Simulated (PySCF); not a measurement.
**C2H7In (SMILES C[CH2][InH2]) at MP2/def2-SVP (core potential)**

Aim: the vertical singlet–triplet gap of C2H7In at MP2/def2-SVP (core potential), from 2 runs. The job is set up through a Python script.

The results are computed with PySCF 2.14.0.

4 further runs of the same task are left out: 4 set aside as unsound or not needed.

## (1) The structure to begin with

The species is C2H7In (10 atoms), meant as a singlet with charge 0. SMILES: `C[CH2][InH2]`. The shape is that of a PBE0-D4/def2-TZVP optimisation.

Bond lengths: C1–C2 1.522 Å, C2–In3 2.165 Å, C1–H4 1.096 Å, C1–H5 1.093 Å, C1–H6 1.093 Å, C2–H7 1.095 Å, C2–H8 1.095 Å, In3–H9 1.732 Å, In3–H10 1.734 Å. Some angles: C1–C2–In3 115.5°, C1–C2–H7 111.0°, C1–C2–H8 111.0°, In3–C2–H7 106.7°, In3–C2–H8 106.7°, C2–C1–H4 111.8°, C2–C1–H5 111.9°, C2–C1–H6 111.9°, C2–In3–H9 120.8°, C2–In3–H10 119.9°.

## (2) A single-point energy at MP2/def2-SVP (core potential)

The input, run.py:

```python
from pyscf import gto, scf, mp

mol = gto.M(
    atom='''
C   -0.977700   0.382700  -0.894700
C   -0.314700  -0.630300   0.028300
In   1.454400   0.070200   1.061700
H   -1.865300  -0.032500  -1.384600
H   -0.300700   0.717200  -1.685200
H   -1.297100   1.277800  -0.354200
H   -0.022600  -1.530900  -0.522300
H   -1.013000  -0.976000   0.797900
H    2.318500  -0.968100   2.146100
H    2.018200   1.690000   0.807000
''',
    spin=0,
    charge=0,
    ecp={'In': 'def2-svp'},
    verbose=3,
    basis='def2-svp',
    max_memory=1860,
)

mf = scf.RHF(mol)
mf.conv_tol = 1e-10
mf.kernel()
if not mf.converged:
    mf = mf.newton().run(mf.mo_coeff, mf.mo_occ)

pt = mp.MP2(mf).run()
e_final = pt.e_tot
print('E(%s) = %.9f' % ('MP2', e_final))
```

Started as:

```
$ OMP_NUM_THREADS=1 python run.py
```

The log of the run:

```text
converged SCF energy = -268.916156272951
E(RMP2) = -269.328863317559  E_corr = -0.412707044608599
E(SCS-RMP2) = -269.333167419296  E_corr = -0.417011146345298
E(MP2) = -269.328863318
```

Run time: 2 s. Hardware: 1 thread of Arm Neoverse V2, shared host; peak memory 0.23 GiB.

## (3) The triplet

The input, job.py:

```python
from pyscf import gto, mp

mol = gto.M(
    atom='''
C       -0.977700       0.382700      -0.894700
C       -0.314700      -0.630300       0.028300
In       1.454400       0.070200       1.061700
H       -1.865300      -0.032500      -1.384600
H       -0.300700       0.717200      -1.685200
H       -1.297100       1.277800      -0.354200
H       -0.022600      -1.530900      -0.522300
H       -1.013000      -0.976000       0.797900
H        2.318500      -0.968100       2.146100
H        2.018200       1.690000       0.807000
''',
    basis='def2-svp',
    verbose=3,
    max_memory=1860,
    ecp={'In': 'def2-svp'},
    charge=0,
    spin=2,
)

mf = mol.UHF()
mf.conv_tol = 1e-10
mf.kernel()
if not mf.converged:
    mf = mf.newton().run(mf.mo_coeff, mf.mo_occ)

pt = mp.MP2(mf).run()
etot = pt.e_tot
print('Final energy', etot)
```

Started as:

```
$ OMP_NUM_THREADS=1 python job.py
```

The log of the run:

```text
WARN: HOMO -0.453699537973201 >= LUMO -0.607412141322065

WARN: HOMO -0.00129643804694801 >= LUMO -0.110841266106926

converged SCF energy = -268.772013849586  <S^2> = 2.0142497  2S+1 = 3.0094848
E(UMP2) = -269.166233163187  E_corr = -0.394219313601623
E(SCS-UMP2) = -269.169154670435  E_corr = -0.397140820849491
Final energy -269.1662331631874
```

It took 3.9 s on 1 thread of Arm Neoverse V2, shared host; peak memory 0.27 GiB.

## (4) Summary of results

At MP2/def2-SVP (core potential):

```
                                                           quantity          value
                                              singlet: total energy  -269.32886 Eh
                      singlet: dipole moment (Hartree–Fock density)         0.66 D
                       singlet: HOMO energy (Hartree–Fock orbitals)       -9.74 eV
                       singlet: LUMO energy (Hartree–Fock orbitals)        0.99 eV
                     singlet: HOMO–LUMO gap (Hartree–Fock orbitals)       10.73 eV
                                        singlet: correlation energy     -412.7 mEh
                                              triplet: total energy  -269.16623 Eh
                      triplet: dipole moment (Hartree–Fock density)         5.75 D
triplet: HOMO energy (Hartree–Fock orbitals) (highest over α and β)       -4.90 eV
 triplet: LUMO energy (Hartree–Fock orbitals) (lowest over α and β)       -1.75 eV
                                        triplet: correlation energy     -394.2 mEh
                         triplet: ⟨S²⟩ of the reference determinant          2.014
                   vertical energy of the triplet above the singlet       4.425 eV
```

What this shows: At this shape the triplet lies 4.43 eV (427 kJ/mol) above the singlet. Mulliken charges (triplet) of the mean-field density run from -0.20 on C2 to +0.13 on H7; they depend strongly on the basis.
